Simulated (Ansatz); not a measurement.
**Li3SiN2: from a guess to a relaxed structure**

Aim: relax a trial structure of Li3SiN2 and see where it ends.

Method: DFT PBE, scalar-relativistic, plane waves, PAW, in Ansatz 0.2.0.

## 1. The system as given

It takes space group P4/mmm (No. 123, tetragonal). The conventional cell has a = 2.799 Å, b = 2.799 Å, c = 8.473 Å, α = 90.00°, β = 90.00°, γ = 90.00°. Li (site symmetry 4mm) has 4 Si at 2.40 Å and 4 N at 2.42 Å and 6 Li at 2.73 to 2.87 Å as nearest neighbours. Around Li (site symmetry 4/mmm) lie 8 N at 2.47 Å and 6 Li at 2.80 to 2.87 Å. Si (site symmetry 4/mmm) is surrounded by 8 Li at 2.40 Å. Around N (site symmetry 4mm) lie 8 Li at 2.42 to 2.47 Å.

As a file:

```cif
data_structure
_symmetry_space_group_name_H-M 'P4/mmm'
_symmetry_Int_Tables_number 123
_cell_length_a 2.7986
_cell_length_b 2.7986
_cell_length_c 8.4732
_cell_angle_alpha 90.000
_cell_angle_beta 90.000
_cell_angle_gamma 90.000
_cell_volume 66.36
loop_
_atom_site_label
_atom_site_type_symbol
_atom_site_symmetry_multiplicity
_atom_site_Wyckoff_symbol
_atom_site_fract_x
_atom_site_fract_y
_atom_site_fract_z
_atom_site_occupancy
Li1 Li 2 g 0.00000 0.00000 0.83907 1
Li2 Li 1 b 0.00000 0.00000 0.50000 1
Si1 Si 1 c 0.50000 0.50000 0.00000 1
N1 N 2 h 0.50000 0.50000 0.32482 1
```

A structure generator made this guess: species swapped into a database cell of Li3Tl2Cd (P4/mmm, No. 123), with N on the Tl sites and Si on the Cd sites. Lengths come from tabulated atomic sizes and are only a guess.

## 2. A first look at the guess

The input, input.yaml:

```yaml
crystal:
  lattice:
    - [2.79862037, 0.0, 0.0]
    - [0.0, 2.79862037, 0.0]
    - [0.0, 0.0, 8.47320184]
  atoms:
    - { symbol: Li, position: [0.0, 0.0, 0.83906811] }
    - { symbol: Li, position: [0.0, 0.0, 0.16093189] }
    - { symbol: Li, position: [0.0, 0.0, 0.5] }
    - { symbol: Si, position: [0.5, 0.5, 0.0] }
    - { symbol: "N", position: [0.5, 0.5, 0.32482469] }
    - { symbol: "N", position: [0.5, 0.5, 0.67517531] }
basis:
  ecutwfc: 420
kpoints:
  mp_grid: { grid: [6, 6, 2] }
hamiltonian:
  xc: pbe
scf:
  occupations: { method: gaussian, width: 0.1 }
  lower_state_search: "off"
output:
  forces: true
  stress: true
  eigenvalues: true
```

Started as:

```sh
$ ansatz run input.yaml --threads 1 --pin off --max-ram 2560MiB --backend cpu --events-out ev --progress --plain --runs-dir out
```

The session goes on with these runs: spin check on a coarse mesh; coarse relaxation; another rough relaxation; relaxation on the finer mesh.

Before running it: what results should come out? Wanted: conventional cell; volume; energy over the elements; gap on the mesh.

**Answer**, as computed:

```
                                                              quantity                                                                      value
                                symmetry at the end (tolerance 0.05 Å)                                               space group P4/mmm (No. 123)
                                                     conventional cell  a = 3.060 Å, b = 3.060 Å, c = 7.115 Å, α = 90.00°, β = 90.00°, γ = 90.00°
                                                                volume                                                              11.10 Å³/atom
energy over the elements (uncorrected; H, N, O, F and Cl as molecules)                                                              -0.02 eV/atom
                                                       gap on the mesh                                                               none (metal)
```

The space group P4/mmm (No. 123) is kept, at nearly the size of the first guess. The formation energy of this structure is too near zero to say whether it is bound against the elements. No finished test with a distortion of lower symmetry is shown, so the end may be a saddle point. Some metallic runs here have no spin polarisation while others do; where cell and settings agree, the difference is what magnetism gains. Other magnetic orders were not searched.
